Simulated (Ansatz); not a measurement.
# SbH₂ radical: basis-set convergence

One table from this session's results is given with a row withheld; the runs are named, their logs left out.

The runs use Ansatz 0.2.0, Gaussian basis; one geometry, several basis sets.

The runs, in order: PBE0-D4/def2-SVP; ωB97M-V/def2-SVP; PBE0-D4/def2-QZVPP; ωB97M-V/def2-QZVPP; the functionals' def2-TZVPP values are taken from earlier runs.

### The relaxed structure

The geometry comes from an earlier relaxation with PBE0-D4 in a triple-zeta def2 set; it is a stationary point. Sb takes the def2 core potential; no spin-orbit term is included.

3 atoms, charge 0, spin multiplicity 2.

Atoms are counted from 1 here; the program's logs count them from 0.

Bond lengths: Sb1–H2 1.711 Å, Sb1–H3 1.711 Å. Angles: H2–Sb1–H3 90.3°.

The first run:

Input file in.yaml:

```yaml
crystal:
  periodic: [false, false, false]
  atoms:
    - {symbol: Sb, position_ang: [0.659761, -0.346281, 0.315690]}
    - {symbol: H, position_ang: [0.046655, 1.244228, 0.163195]}
    - {symbol: H, position_ang: [-0.717316, -0.962748, -0.492084]}
basis:
  gaussian: {orbitals: def2-SVP}
magnetization: {spin_polarized: true, initial_magnetization: 1}
hamiltonian: {xc: pbe0, dispersion: d4}
output: {orbitals: {seedname: orbitals}}
```

Steps of the session up to this table: PBE0-D4 in def2-SVP; ωB97M-V in def2-SVP; PBE0-D4 in def2-QZVPP; ωB97M-V in def2-QZVPP.

One table of the session follows, with a row left open; its other results are not shown here.

It belongs to the step «Density functionals: the series». 

```
functional       basis  HOMO (eV)  LUMO (eV)
   PBE0-D4    def2-SVP          ?          ?
   PBE0-D4  def2-TZVPP      -6.36      -3.08
   PBE0-D4  def2-QZVPP      -6.37      -3.09
   ωB97M-V    def2-SVP      -8.24      -1.13
   ωB97M-V  def2-TZVPP      -8.33      -1.36
   ωB97M-V  def2-QZVPP      -8.34      -1.38
```

Q: Estimate the row for PBE0-D4, def2-SVP from the others.

The run gave: HOMO (eV): -6.31; LUMO (eV): -3.00. In the column «HOMO (eV)» it is the highest.
